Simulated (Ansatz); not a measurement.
# Ge(CN)H3 (CH3GeN): the relaxed shape and its frontier levels

What does Ge(CN)H3 (CH3GeN) look like as a singlet, and where do its frontier electrons sit?

Method: RKS PBE0-D4/def2-TZVP; program: Ansatz 0.2.0, Gaussian basis.

The runs, in order: relaxation at r2SCAN-D4/def2-TZVP; a single point at PBE0-D4/def2-TZVP.

### Step 1. The starting structure

6 atoms, charge 0, spin multiplicity 1.

Atoms are counted from 1 here; the program's logs count them from 0.

Bond lengths: Ge1–C2 1.906 Å, Ge1–H4 1.489 Å, Ge1–H5 1.489 Å, Ge1–H6 1.489 Å, C2–N3 1.145 Å. Angles: C2–Ge1–H4 107.4°, C2–Ge1–H5 107.3°, C2–Ge1–H6 107.3°, H4–Ge1–H5 111.5°, H4–Ge1–H6 111.5°, H5–Ge1–H6 111.5°, Ge1–C2–N3 179.9°.

The start is a GFN2-xTB geometry.

### Step 2. Optimising with r2SCAN-D4/def2-TZVP

File in.yaml:

```yaml
crystal:
  periodic: [false, false, false]
  atoms:
    - {symbol: Ge, position_ang: [-0.004750, 0.004280, -0.604420]}
    - {symbol: C, position_ang: [0.010800, -0.010250, 1.301570]}
    - {symbol: N, position_ang: [0.019380, -0.016370, 2.446100]}
    - {symbol: H, position_ang: [1.412800, 0.016560, -1.060080]}
    - {symbol: H, position_ang: [-0.727080, 1.233700, -1.031770]}
    - {symbol: H, position_ang: [-0.711150, -1.227930, -1.051400]}
basis:
  gaussian: {orbitals: def2-TZVP}
hamiltonian: {xc: r2scan, dispersion: d4}
scf: {lower_state_search: "off"}
output: {orbitals: {seedname: orbitals}}
relax: {f_tol: 0.02, max_steps: 100}
```

Run with:

```sh
$ ansatz run in.yaml --threads 4 --pin off --events-out ev --progress --plain --max-ram 3916MiB
```

Further steps of the session: Single point, PBE0-D4/def2-TZVP.

Before running them: what should the planned runs give, taken together? Wanted: point group; commonest bond, hydrogen aside; HOMO, LUMO at PBE0-D4/def2-TZVP; dipole at r2SCAN-D4/def2-TZVP.

The runs gave:

| quantity | value |
| --- | --- |
| point group | C3v |
| commonest bond, hydrogen aside | C–Ge, 1 of mean length 1.920 Å |
| HOMO, LUMO at PBE0-D4/def2-TZVP | -9.70, -0.28 eV |
| dipole at r2SCAN-D4/def2-TZVP | 3.85 D |

**Reading.** The molecule keeps its bonding pattern by the stored test; the atoms moved 0.03 Å (rms). No usable vibrations, so a minimum isn't proven.
